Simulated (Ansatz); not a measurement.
# GeBr3Cl: up Jacob's ladder to CCSD(T)

The task here is to estimate one member of a computed series from the others.

Method: functionals in def2-TZVPP, the program's frozen cores in correlated methods; program: Ansatz 0.2.0, Gaussian basis.

Plan: LDA (SPW92), PBE-D4, revPBE-D4, BLYP-D4, r2SCAN-D4, B97M-V, PBE0-D4, B3LYP-D4, r2SCANh-D4, r2SCAN0-D4, HSE06-D4, BHLYP-D4, CAM-B3LYP-D4, LC-ωPBE, ωB97X-V, ωB97M-V, B2PLYP, PBE-QIDH; CCSD(T)/def2-SVP; MP2/def2-TZVPP; MP2/def2-QZVPP; RPA on PBE.

## The geometry

An earlier PBE0-D4 in a triple-zeta def2 set relaxation fixed the geometry.

5 atoms, charge 0, spin multiplicity 1.

Atoms are counted from 1 here; the program's logs count them from 0.

Bond lengths: Cl1–Ge2 2.125 Å, Ge2–Br3 2.276 Å, Ge2–Br4 2.276 Å, Ge2–Br5 2.276 Å. Angles: Cl1–Ge2–Br3 109.1°, Cl1–Ge2–Br4 109.1°, Cl1–Ge2–Br5 109.1°, Br3–Ge2–Br4 109.9°, Br3–Ge2–Br5 109.9°, Br4–Ge2–Br5 109.9°.

As a file:

```xyz
5
Br3ClGe
Cl   -0.8018   -0.1721    1.9716
Ge    0.0021   -0.0163    0.0111
Br    1.8506   -1.3360   -0.1413
Br   -1.5647   -0.7018   -1.4912
Br    0.5639    2.1526   -0.3915
```

Set-up of the first run:

Contents of in.yaml:

```yaml
crystal:
  periodic: [false, false, false]
  atoms:
    - {symbol: Cl, position_ang: [-0.801836, -0.172124, 1.971554]}
    - {symbol: Ge, position_ang: [0.002100, -0.016296, 0.011119]}
    - {symbol: Br, position_ang: [1.850558, -1.336040, -0.141272]}
    - {symbol: Br, position_ang: [-1.564726, -0.701824, -1.491183]}
    - {symbol: Br, position_ang: [0.563903, 2.152585, -0.391518]}
basis:
  gaussian: {orbitals: def2-TZVPP}
hamiltonian: {xc: lda}
output: {orbitals: {seedname: orbitals}}
```

On the command line:

```sh
$ ansatz run in.yaml --threads 4 --pin off --events-out ev --progress --plain --max-ram 11315MiB
```

Among the steps run: LDA; PBE-D4 (GGA); revPBE-D4 (GGA); BLYP-D4 (GGA); r2SCAN-D4 (meta-GGA); B97M-V (meta-GGA); PBE0-D4 (hybrid); B3LYP-D4 (hybrid); r2SCANh-D4 (hybrid); r2SCAN0-D4 (hybrid); HSE06-D4 (hybrid); BHLYP-D4 (hybrid); CAM-B3LYP-D4 (range-separated); LC-ωPBE (range-separated); ωB97X-V (range-separated); ωB97M-V (range-separated); B2PLYP (double hybrid); PBE-QIDH (double hybrid).

One of the session's tables, all rows but one given; the rest of the session is left out.

It belongs to the step «Orbital energies across the functionals». 

```
  functional  HOMO (eV)  LUMO (eV)  gap (eV)
 LDA (SPW92)      -7.69      -3.90      3.79
      PBE-D4      -7.52      -3.59      3.94
   revPBE-D4      -7.47      -3.48      3.99
     BLYP-D4          ?          ?         ?
   r2SCAN-D4      -7.89      -3.44      4.45
      B97M-V      -7.96      -3.27      4.69
     PBE0-D4      -8.84      -2.72      6.11
    B3LYP-D4      -8.55      -3.01      5.53
  r2SCANh-D4      -8.36      -3.13      5.24
  r2SCAN0-D4      -9.07      -2.65      6.43
    HSE06-D4      -8.44      -3.09      5.35
    BHLYP-D4      -9.96      -1.78      8.19
CAM-B3LYP-D4     -10.15      -1.76      8.39
     LC-ωPBE     -11.58      -0.56     11.02
     ωB97X-V     -11.19      -0.63     10.56
     ωB97M-V     -11.04      -0.76     10.27
```

Q: Estimate the row for BLYP-D4 from the others.

Worked estimate for «HOMO (eV)». Against the share of exact exchange, B3LYP-D4 (0.2, -8.55), BHLYP-D4 (0.5, -9.96) give a slope of -4.70 per unit share; at 0 the line stands at -7.61.

As computed: HOMO (eV): -7.33; LUMO (eV): -3.52; gap (eV): 3.81. In «HOMO (eV)» the line misses by -0.28.
